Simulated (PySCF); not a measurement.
# A diatomic session: Ca2

One job finds the state of Ca2, follows it along the bond with each method and fits the curves.

Program: PySCF 2.14.0. Level of theory: Ca def2-SVP, no relativity. These are calculated values, not measurements.

**1. Set-up**

Settings of the job:

```
atoms                         : Ca, Ca
charge                        : 0
basis                         : Ca def2-SVP
Hamiltonian                   : no relativity
basis functions               : 48
electrons treated             : 40
masses in u                   : 39.9626, 39.9626
levels                        : PBE0, PBE, r²SCAN, LDA, PW91, B97-3, HF, MP2, SCS-MP2, CCSD, CCSD(T)
grid                          : 80 radial by 434 angular points
occupations                   : held fixed by the projection of orbital angular momentum
dissociation limit            : Ca + Ca, each in its ground configuration
starting distance in angstrom : 3.180
values of 2S to try           : 0, 2
```

Further steps of the session: The PBE0 curve of the state that the search chose; Excited determinants; PBE (GGA); r²SCAN; LDA (local density); PW91 (GGA); B97-3 (global hybrid GGA); RHF (mean field); Adding correlation.

**Question.** What will these runs give? Wanted: for each run, Re; ωe; De.

**Answer**, as computed:

Lowest PBE0 solution found, without spin–orbit coupling: ¹Σg⁺ (singlet), closed shell. State 4 has its PBE0 minimum 1.03 eV higher. The other levels ran on the lowest alone.

| level | Re (Å) | ωe (cm⁻¹) | De (eV) |
| --- | --- | --- | --- |
| RHF-MP2 | 4.469 | 61.7 | 0.122 |
| RHF-SCS-MP2 | 4.562 | 54.2 | 0.089 |
| RHF-CCSD | 4.536 | 55.6 | 0.090 |
| RHF-CCSD(T) | 4.440 | 63.3 | 0.124 |
| LDA | 4.010 | 97.5 | 0.343 |
| PBE | 4.125 | 90.0 | 0.272 |
| PW91 | 4.110 | 90.7 | 0.282 |
| r²SCAN | 4.168 | 89.6 | 0.276 |
| PBE0 | 4.218 | 81.9 | 0.218 |
| B97-3 | 4.294 | 75.0 | 0.158 |

De is counted to Ca + Ca in their ground configurations. No constants: RHF (no minimum is bracketed among the points kept).

**Reading.** Bond lengths run from 4.010 Å (LDA) to 4.562 Å (RHF-SCS-MP2). CCSD(T) can't serve as the judge here: for a weak bond in this basis it is far from its limit. Of the levels with a De here, RHF-SCS-MP2 gives the least (0.089 eV) and LDA the most (0.343 eV).

Correlated steps freeze 10 core orbitals. The bond is weak, and basis-set superposition, which was not computed, may be a sizeable part of it.
